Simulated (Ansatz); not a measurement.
Runs of Ansatz 0.2.0 on NbTe. It takes space group P-6m2 (No. 187, hexagonal). The conventional cell has a = 3.703 Å, b = 3.703 Å, c = 3.694 Å, α = 90.00°, β = 90.00°, γ = 120.00°. Around Te (site symmetry -6m2) lie 6 Nb at 2.83 Å. Nb (site symmetry -6m2) has 6 Te at 2.83 Å as nearest neighbours. The cell comes from a database or a generator and needn't be the stable form of this composition.

| task | level | k mesh | cutoff (eV) | points for each segment of the path | atoms under strain | gap on the mesh (eV) | pressure (GPa) |
| --- | --- | --- | --- | --- | --- | --- | --- |
| band structure | r2SCAN | 8 × 8 × 7 | 500 | 14 | - | none | -1.5 |
| elastic constants | LDA | 6 × 6 × 5 | 420 | - | relaxed | none | (a) |
| band structure | LDA | 8 × 8 × 7 | 420 | 14 | - | none | -7.5 |
| phonons | LDA | 6 × 6 × 5 | 420 | - | - | none | - |

Alike in all rows: potentials or basis Ansatz PAW; no spin polarisation; cell as given; smearing fermi-dirac 0.05 eV.

Task: Estimate the missing entries.

Result: (a) -7.4.

Caveats: the PAW data sets come from PBE, with cores solved anew for the run's functional, which leaves a small shift of forces and pressure; spin-orbit coupling is left out, which moves the levels of the heavy elements (some runs); the cell is more than 3 GPa from zero pressure, which shifts response properties (some runs); elastic constants of metals need much finer meshes, so these are rough (some runs).

A k mesh can miss the band edges, and the runs leave out spin-orbit coupling on Nb, Te.

A gap of «none» marks a metal or a gap under the smearing width.

Runs at the PBE level aren't shown here.
